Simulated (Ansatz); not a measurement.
**F− with BF₃: structure and interaction energy**

One table from this session's results is given with a row withheld; the runs are named, their logs left out.

Program: Ansatz 0.2.0, Gaussian basis. Level of theory: PBE0-D4 structure, single points in def2-TZVPPD. These are calculated values, not measurements.

Levels: PBE-D4, revPBE-D4, BLYP-D4, r2SCAN-D4, B97M-V, PBE0-D4, B3LYP-D4, HSE06-D4, wB97X-V, wB97M-V, B2PLYP, Hartree-Fock, MP2, CCSD, CCSD(T). The reference is CCSD(T) extrapolated to the basis limit.

Correlated methods freeze the cores. B3LYP uses VWN-RPA correlation. B2PLYP carries no dispersion term here.

163 further runs of the same task are left out: 163 set aside as unsound or not needed. Runs told in other sessions of the task aren't counted.

## The system as given

The pair, from a GFN2-xTB docking trial: 5 atoms, charge -1, spin multiplicity 1.

Atoms are counted from 1 here; the program's logs count them from 0.

Bond lengths: F1–B3 1.388 Å, F2–B3 1.390 Å, B3–F4 1.389 Å, B3–F5 1.389 Å. Angles: F1–B3–F2 109.5°, F1–B3–F4 109.6°, F1–B3–F5 109.4°, F2–B3–F4 109.4°, F2–B3–F5 109.5°, F4–B3–F5 109.5°.

Geometry (Å):

| atom | x (Å) | y (Å) | z (Å) |
| --- | --- | --- | --- |
| F1 | -0.0694 | 0.1070 | -1.3825 |
| F2 | 0.5751 | 1.1507 | 0.5258 |
| B3 | -0.0004 | -0.0004 | -0.0005 |
| F4 | -1.2793 | -0.1548 | 0.5191 |
| F5 | 0.7741 | -1.1026 | 0.3380 |

Atoms 1 to 1 are fragment A (F−), the rest fragment B (BF₃).

Set-up of the first run:

pre/in.yaml reads:

```yaml
crystal:
  periodic: [false, false, false]
  atoms:
    - {symbol: F, position_ang: [-0.069400, 0.107000, -1.382500]}
    - {symbol: F, position_ang: [0.575100, 1.150700, 0.525800]}
    - {symbol: B, position_ang: [-0.000400, -0.000400, -0.000500]}
    - {symbol: F, position_ang: [-1.279300, -0.154800, 0.519100]}
    - {symbol: F, position_ang: [0.774100, -1.102600, 0.338000]}
basis:
  gaussian: {orbitals: def2-SVPD}
total_charge: -1
hamiltonian: {xc: pbe, dispersion: d4}
relax: {f_tol: 0.03, max_steps: 250}
```

On the command line:

```
> ansatz run in.yaml --threads 4 --pin off --events-out ev --progress --plain --max-ram 9574MiB
```

Among the steps run: A first relaxation in a small basis; Relaxation at PBE0-D4; wB97X-V/def2-TZVPPD; wB97M-V/def2-TZVPPD; B2PLYP/def2-TZVPPD; B97M-V/def2-TZVPPD; CCSD(T)/def2-TZVPPD; MP2/def2-QZVPPD; Hartree-Fock/STO-3G; SPW92/def2-SVP; wB97M-V/def2-SVP; CCSD(T)/def2-SVP; Vibrations of the pair.

One of the session's tables, all rows but one given; the rest of the session is left out.

| method | interaction (kJ/mol) |
| --- | --- |
| PBE-D4 | -488.34 |
| revPBE-D4 | -472.45 |
| BLYP-D4 | -469.61 |
| r2SCAN-D4 | -531.40 |
| B97M-V | -529.14 |
| PBE0-D4 | -535.62 |
| B3LYP-D4 | -514.37 |
| HSE06-D4 | -535.54 |
| wB97X-V | -528.80 |
| wB97M-V | -526.97 |
| B2PLYP | ? |
| Hartree-Fock | -579.25 |
| MP2 | -517.97 |
| CCSD | -538.35 |
| CCSD(T) | -526.83 |
| CCSD(T)/CBS | -540.56 |

**Question.** Estimate the row for B2PLYP.

As computed: interaction (kJ/mol): -515.56. In the column «interaction (kJ/mol)» it lies between MP2 (-517.97) and B3LYP-D4 (-514.37).
